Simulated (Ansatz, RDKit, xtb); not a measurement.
# C5H5B2N: which of the isomers drawn lies lowest?

Which of a sample of isomers of C5H5B2N is the most stable in the gas at 298.15 K, and what are its properties? The sample is small against all isomers, and the most stable one of this formula need not be in it.

The funnel: GFN2-xTB relaxations, single points with a density functional, relaxations at B3LYP-D3(BJ)/def2-SVP, harmonic vibrations (at GFN2-xTB), and a last energy at a higher level. All values are calculated.

## Step 1: Possible bonding patterns

Isomers were taken from a list of plausible structures; this is a sample, not all of them. That gives 10 candidates.

| label | SMILES | spin |
| --- | --- | --- |
| c019 | BC1=CBC(C#N)=C1 | singlet |
| c202 | BC1=CB(C#N)C=C1 | singlet |
| c213 | BB1C=CC=C1C#N | singlet |
| c359 | BC1=CC=CB1C#N | singlet |
| c374 | BB1C=CC(C#N)=C1 | singlet |
| c376 | BC1=CBC=C1C#N | singlet |
| c808 | BC1=CC=C(C#N)B1 | singlet |
| c848 | BC1=C(C#N)BC=C1 | singlet |
| c854 | BC1=C(C#N)C=CB1 | singlet |
| c950 | BC1=CC(C#N)=CB1 | singlet |

Candidates are built by distance geometry, with a force field where one applies, in up to four conformers (letters a to d).

Q: Predict the outcome of this search (final energies at CCSD(T)/def2-SVP + MP2/def2-TZVPP - MP2/def2-SVP).

| quantity | value |
| --- | --- |
| lowest structure found | BC1=CC=CB1C#N, singlet |
| next finalist | BC1=CB(C#N)C=C1, singlet, 2.8 kcal/mol higher in G |
| share at equilibrium, among the finalists | 99.1 % |

`BC1=CC=CB1C#N` comes out lowest. The margin, 2.8 kcal/mol, is modest. HF/STO-3G, r2SCAN-D4/def2-SVP, B3LYP-D3(BJ)/def2-SVP, HF/def2-SVP and MP2/def2-SVP already put its bonding pattern lowest among the structures in one piece; GFN2-xTB favours the singlet BC1=C(C#N)BC=C1. It still has an imaginary mode, so it is no strict minimum; a nearby shape lies a little lower. The search is not exhaustive (a finite list of starts, one conformer a finalist), so a lower isomer can't be ruled out. Only 10 drawn patterns were tried, so whole families of isomers are missing, and the result ranks this sample alone. The lowest isomer need not be the one that is made and kept in a bottle, which depends on barriers.
